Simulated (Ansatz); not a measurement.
# Pt: the cost of one run

Method: DFT PBE, scalar-relativistic, plane waves, PAW, in Ansatz 0.2.0.

## (1) The starting structure

The structure is orthorhombic, space group Pmmm (No. 47). Conventional cell: a = 2.179 Å, b = 3.076 Å, c = 14.000 Å, α = 90.00°, β = 90.00°, γ = 90.00°. Around Pt (site symmetry mmm) lie 2 Pt at 2.18 Å.

Coordinates:

```xyz
1
Lattice="2.1791 0.0000 0.0000 0.0000 3.0759 0.0000 0.0000 0.0000 14.0000" Properties=species:S:1:pos:R:3 pbc="T T F"
Pt    0.0000    1.5380    7.0000
```

A structure generator made this guess: random sheet by layer group and Wyckoff sites. The dimensions are guesses.

It is a sheet, periodic along a and b, with vacuum along c; volumes and pressures of the box carry no meaning, and space groups named for it are those of the box.

## (2) Probe: one point on a coarse mesh

The input, input.yaml:

```yaml
crystal:
  lattice:
    - [2.179061, 0.0, 0.0]
    - [0.0, 3.07591, 0.0]
    - [0.0, 0.0, 14.0]
  atoms:
    - { symbol: Pt, position: [0.0, 0.5, 0.5] }
  periodic: [true, true, false]
basis:
  ecutwfc: 420
kpoints:
  mp_grid: { grid: [8, 6, 1] }
hamiltonian:
  xc: pbe
scf:
  occupations: { method: gaussian, width: 0.1 }
  lower_state_search: "off"
output:
  forces: true
  stress: true
  eigenvalues: true
```

On the command line:

```console
> ansatz run input.yaml --threads 1 --pin off --max-ram 2048MiB --backend cpu --events-out ev --progress --plain --runs-dir out
```

**Question.** How long does this run take on 1 thread of Arm Neoverse V1, shared host, and how much memory does it need?

About 3.2 s, with a peak of 0.34 GiB.
